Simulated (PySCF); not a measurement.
# C3H4BCl2N: the cost of one run

Programs: PySCF 2.14.0, with density-fitted response routines of our own. Each step states its level of theory. These are calculated values for one molecule in the gas phase, unless marked as measured. Atoms are numbered from 0 throughout.

### 1 Starting geometry

11 atoms, charge 0, multiplicity 1; geometry from: GFN2-xTB. The atoms were then displaced at random by about 0.01 Å, so the start is not that level's minimum.

Bonds of the start (Å): C0–C1 1.35, C1–C2 1.46, C2–N3 1.28, C2–B4 1.61, B4–Cl5 1.70, B4–Cl6 1.72, C0–H7 1.07, C0–H8 1.05, C1–H9 1.08, N3–H10 1.05.

### 2 Relaxing the molecule at PBE0-D3(BJ)/def2-SVP

What the job is given:

```
{"job": {"xc": "PBE0", "basis": "def2-SVP", "d3": "d3bj", "grid": 1, "shake": 0.01, "kind": "geom"}, "charge": 0, "multiplicity": 1}
C     -1.152500    -1.016990     0.756900
C     -1.022400     0.097680     0.014630
C      0.265150     0.618290    -0.436050
N      0.448750     1.678910    -1.126210
B      1.619170    -0.168810    -0.050010
Cl     2.093080    -1.534280    -0.940310
Cl     2.602860     0.385540     1.252000
H     -2.131310    -1.329600     1.053990
H     -0.333130    -1.577970     1.092830
H     -1.879760     0.681970    -0.284500
H     -0.471800     2.139430    -1.348930
```

Started as:

```
$ OMP_NUM_THREADS=1 python probes_run.py task.json out
```

This one command runs all jobs of the session in turn.

Q: Estimate the wall time and peak memory of this first job on 1 thread of Arm Neoverse V2, shared host.

About 85 s, with a peak of 0.54 GiB.
